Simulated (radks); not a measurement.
# Cd³⁹⁺ in [He] 2p5 3d2: an all-electron calculation

The task here is to estimate one member of a computed series from the others.

The numbers are computed with radks (a radial shooting solver on a logarithmic mesh, Libxc functionals) version 1 (Dirac Kohn-Sham, exchange-only LDA, spin-unpolarised, spherical densities, finite nucleus; open shells are shared between the two j in proportion to 2j + 1), except any that are marked as measured or tabulated.

**The system**

```
element            : cadmium (Z = 48)
charge             : +39
electrons          : 9
configuration      : [He] 2p5 3d2
nuclear rms radius : 4.6087 fm
```

The outer shells:

Cd³⁹⁺
```
[He] core
2p [↑↓][↑↓][↑ ]
3d [↑ ][↑ ][  ][  ][  ]
```

The first run:

Input:

```text
Z 48
configuration [He] 2p5 3d2
relativity Dirac
functional lda,
spin unpolarised
j_filling average
nucleus finite rms 4.6087 fm
c 137.035999084
```

Run with:

```sh
> python run_ks.py task.json out
```

All runs below come from this command, one after another.

One table of the session follows, with a row left open; its other results are not shown here.

It belongs to the step «Radial structure». Sizes of the orbitals, from the radial functions (bohr):

```
level      <r>  outermost maximum (interpolated)  90 % within
1s1/2  0.03034                            0.0197       0.0544
2p1/2        ?                                 ?            ?
2p3/2   0.1113                            0.0877        0.180
3d3/2   0.2496                             0.212        0.379
3d5/2   0.2518                             0.214        0.381
```

Estimate the missing values for 2p1/2.

As computed: <r>: 0.1066; outermost maximum (interpolated): 0.0836; 90 % within: 0.173. In the column «<r>» it lies between 1s1/2 (0.03034) and 2p3/2 (0.1113).
